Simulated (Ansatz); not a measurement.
**CH3FO2Si: up Jacob's ladder to CCSD(T)**

How much do the methods differ for CH3FO2Si? The plan is to run it at one geometry with functionals of several rungs and with coupled cluster. The yardstick is the atomisation energy at the CCSD(T) limit.

Computed with Ansatz 0.2.0, Gaussian basis. Level: functionals in def2-TZVPP, the program's frozen cores in correlated methods.

Plan: LDA (SPW92), PBE-D4, revPBE-D4, BLYP-D4, r2SCAN-D4, B97M-V, PBE0-D4, B3LYP-D4, r2SCANh-D4, r2SCAN0-D4, HSE06-D4, BHLYP-D4, CAM-B3LYP-D4, LC-ωPBE, ωB97X-V, ωB97M-V, B2PLYP, PBE-QIDH; CCSD(T)/def2-SVP; CCSD(T)/def2-TZVPP; MP2/def2-QZVPP; extrapolation to the limit; RPA on PBE.

**1. The geometry**

The geometry comes from an earlier relaxation with PBE0-D4 in a triple-zeta def2 set; it is a stationary point, not always the lowest conformer.

SMILES `FC1O[SiH2]O1`, 8 atoms, charge 0, spin multiplicity 1.

Atoms are counted from 1 here; the program's logs count them from 0.

Bond lengths: F1–C2 1.349 Å, C2–O3 1.403 Å, C2–O5 1.403 Å, C2–H6 1.093 Å, O3–Si4 1.673 Å, Si4–O5 1.673 Å, Si4–H7 1.479 Å, Si4–H8 1.478 Å. Angles: F1–C2–O3 110.4°, F1–C2–O5 110.4°, F1–C2–H6 107.9°, O3–C2–O5 102.3°, O3–C2–H6 112.9°, O5–C2–H6 112.9°, C2–O3–Si4 88.1°, O3–Si4–O5 81.5°, O3–Si4–H7 116.2°, O3–Si4–H8 114.6°, O5–Si4–H7 116.2°, O5–Si4–H8 114.6°, H7–Si4–H8 111.0°, C2–O5–Si4 88.1°.

As a file:

```
F    -0.6858    0.8517    1.7856
C     0.0210    0.8310    0.6367
O     0.8887   -0.2710    0.6149
Si    0.0391   -0.8429   -0.7081
O    -0.8226    0.5683   -0.4529
H     0.5450    1.7862    0.5478
H    -0.7038   -2.1067   -0.5110
H     0.8105   -0.8739   -1.9688
```

**2. LDA**

This LDA is Slater exchange with PW92 correlation.

Contents of in.yaml:

```yaml
crystal:
  periodic: [false, false, false]
  atoms:
    - {symbol: F, position_ang: [-0.685769, 0.851683, 1.785584]}
    - {symbol: C, position_ang: [0.021014, 0.831039, 0.636698]}
    - {symbol: O, position_ang: [0.888663, -0.271045, 0.614909]}
    - {symbol: Si, position_ang: [0.039073, -0.842874, -0.708073]}
    - {symbol: O, position_ang: [-0.822597, 0.568329, -0.452887]}
    - {symbol: H, position_ang: [0.544995, 1.786229, 0.547804]}
    - {symbol: H, position_ang: [-0.703791, -2.106659, -0.510979]}
    - {symbol: H, position_ang: [0.810510, -0.873901, -1.968757]}
basis:
  gaussian: {orbitals: def2-TZVPP}
hamiltonian: {xc: lda}
output: {orbitals: {seedname: orbitals}}
```

On the command line:

```sh
> ansatz run in.yaml --threads 2 --pin off --events-out ev --progress --plain --max-ram 4352MiB
```

Further steps of the session: PBE-D4 (GGA); revPBE-D4 (GGA); BLYP-D4 (GGA); r2SCAN-D4 (meta-GGA); B97M-V (meta-GGA); B3LYP-D4 (hybrid); r2SCANh-D4 (hybrid); r2SCAN0-D4 (hybrid); HSE06-D4 (hybrid); BHLYP-D4 (hybrid); CAM-B3LYP-D4 (range-separated); LC-ωPBE (range-separated); ωB97X-V (range-separated); ωB97M-V (range-separated); B2PLYP (double hybrid); PBE-QIDH (double hybrid); CCSD(T) in def2-SVP; CCSD(T) in def2-TZVPP; MP2 in def2-QZVPP; RPA on PBE orbitals.

Q: Predict the results of all the runs planned. Wanted: atomisation energy, CCSD(T)/CBS; farthest beyond LDA; mean size of error, GGA; mean size of error, meta-GGA; mean size of error, hybrid; mean size of error, range-separated; mean size of error, double hybrid; gap, smallest and largest; T1 diagnostic.

As calculated:

```
                               quantity                                                       value
        atomisation energy, CCSD(T)/CBS                                              756.7 kcal/mol
functionals within 3.8 kcal/mol (0.5 %)  r2SCAN-D4, B97M-V, CAM-B3LYP-D4, LC-ωPBE, ωB97X-V, ωB97M-V
                    farthest beyond LDA                                   BHLYP-D4 (-40.2 kcal/mol)
                mean size of error, GGA                                                9.9 kcal/mol
           mean size of error, meta-GGA                                                1.7 kcal/mol
             mean size of error, hybrid                                               14.3 kcal/mol
    mean size of error, range-separated                                                1.5 kcal/mol
      mean size of error, double hybrid                                               10.5 kcal/mol
              gap, smallest and largest                   5.71 eV (LDA (SPW92)), 13.33 eV (LC-ωPBE)
                          T1 diagnostic                                                      0.0126
triples share of the correlation energy                                                       3.5 %
```

What this shows: LDA overbinds by 133.4 kcal/mol (18 %). PBE-D4 is off by +17.2 kcal/mol. Double hybrids carry the basis error of their MP2 part in triple zeta, and no dispersion term here, so their miss is partly the set-up's. The rungs range-separated, meta-GGA miss on average by less than the doubt on the reference (3.8 kcal/mol), so they tie; hybrid functionals have the largest mean beyond LDA (14.3 kcal/mol), BHLYP with half exact exchange included. The reference freezes the cores and leaves out relativity and excitations past (T), so misses under about 3.8 kcal/mol can't be ranked. Hartree-Fock recovers 69 % of the binding; the rest is correlation. CCSD(T) in def2-SVP is off by -57.6 kcal/mol, so the small basis spoils what the method gains. Orbital gaps span 5.7 to 13.3 eV; exact exchange widens them.
